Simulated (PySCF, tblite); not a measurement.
# C6H5Cl3O: geometry, infrared bands and NMR shifts

What infrared bands and NMR shifts should C6H5Cl3O (`O=C1C=CC[C@@H]1C(Cl)(Cl)Cl`) show?

Computed with tblite 0.8.0 and PySCF 2.14.0, with density-fitted response routines of our own, on a single molecule in the gas phase. Atoms are numbered from 0 throughout.

### Step 1. Starting geometry

15 atoms, charge 0, multiplicity 1; geometry from: force field or distance geometry start.

Bonds of the start (Å): O0–C1 1.26, C1–C2 1.48, C2–C3 1.30, C3–C4 1.48, C4–C5 1.51, C5–C6 1.50, C6–Cl7 1.79, C6–Cl8 1.77, C6–Cl9 1.77, C5–C1 1.47, C2–H10 1.08, C3–H11 1.10, C4–H12 1.11, C4–H13 1.12, C5–H14 1.11.

### Step 2. Geometry optimisation with GFN2-xTB

The job: settings as JSON, then the geometry in Å.

```
{"job": {"kind": "relax", "xc": "GFN2-xTB", "basis": "xTB"}, "charge": 0, "multiplicity": 1}
O     -0.064400     2.430600    -0.497200
C      0.337400     1.256600    -0.251800
C      1.745000     0.813800    -0.347400
C      1.764400    -0.489200    -0.366000
C      0.419700    -1.092900    -0.248700
C     -0.422500     0.077700     0.199000
C     -1.824800     0.033200    -0.335900
Cl    -2.530100    -1.467000     0.344500
Cl    -2.757000     1.388900     0.314000
Cl    -1.916800    -0.061200    -2.096100
H      2.568100     1.516100    -0.414300
H      2.667700    -1.119200    -0.427700
H      0.371000    -1.876600     0.540100
H      0.103900    -1.481800    -1.248000
H     -0.466000     0.079000     1.307900
```

Command:

```sh
> OMP_NUM_THREADS=1 python probes_run.py task.json out
```

This one command runs all jobs of the session in turn.

**Question.** This job is followed by: GFN2-xTB harmonic vibrations, gas phase; GIAO PBE0/pcSseg-1 NMR shielding, non-relativistic, gas phase. What will the session give for the following? strongest single infrared mode (GFN2-xTB); zero-point energy (GFN2-xTB); 13C shifts against TMS (PBE0/pcSseg-1); 1H shifts against TMS (PBE0/pcSseg-1); 17O shifts against H2O (PBE0/pcSseg-1); 35Cl shifts against HCl (PBE0/pcSseg-1, means over atoms taken as alike); surface potential, 1st and 99th percentile.

The runs gave:

| quantity | value |
| --- | --- |
| strongest single infrared mode (GFN2-xTB) | 1785 cm⁻¹, 276 km/mol |
| zero-point energy (GFN2-xTB) | 59.1 kcal/mol |
| 13C shifts against TMS (PBE0/pcSseg-1) | 202.2, 173.4, 142.1, 124.1, 63.3, 40.4 ppm |
| 1H shifts against TMS (PBE0/pcSseg-1) | 7.99, 6.38, 3.07, 3.06, 2.93 ppm |
| 17O shifts against H2O (PBE0/pcSseg-1) | 640.5 ppm |
| 35Cl shifts against HCl (PBE0/pcSseg-1, means over atoms taken as alike) | 466 ppm |
| surface potential, 1st and 99th percentile | -1.61 V and 1.37 V |

**Reading.** Over 74 steps the energy fell by 0.452 eV; of the close pairs, C1–C5 changed most, 1.473 to 1.551 Å. All 39 modes are real, so the xTB geometry is a minimum. The strongest single mode, at 1785 cm⁻¹, moves mainly C1 and O0. GFN2-xTB is a fitted tight-binding method: band positions and strengths are rough. Its intensities can rank the bands wrongly. C6 stands next to heavy halogen, whose spin-orbit shielding this run leaves out, so the computed shift lies too far downfield, most of all for carbon beside Br or I. The most deshielded carbon is C1 (ketone carbonyl carbon), at 202.2 ppm: low-lying n→π* states of the double bond to the heteroatom give a large paramagnetic term (-259 ppm). The most deshielded hydrogen is H11 (hydrogen on a β carbon of a C=C–C=O unit), at 7.99 ppm: olefinic region. At PBE0/pcSseg-1: The largest span, 1238 ppm, is at O0, where the paramagnetic term is -701 ppm. At PBE0/pcSseg-1, counted by nearest atom on the grid, the HOMO lies on O0 59 %; C5 12 %, the LUMO on C1, C3 about 24 % each; O0 20 %.
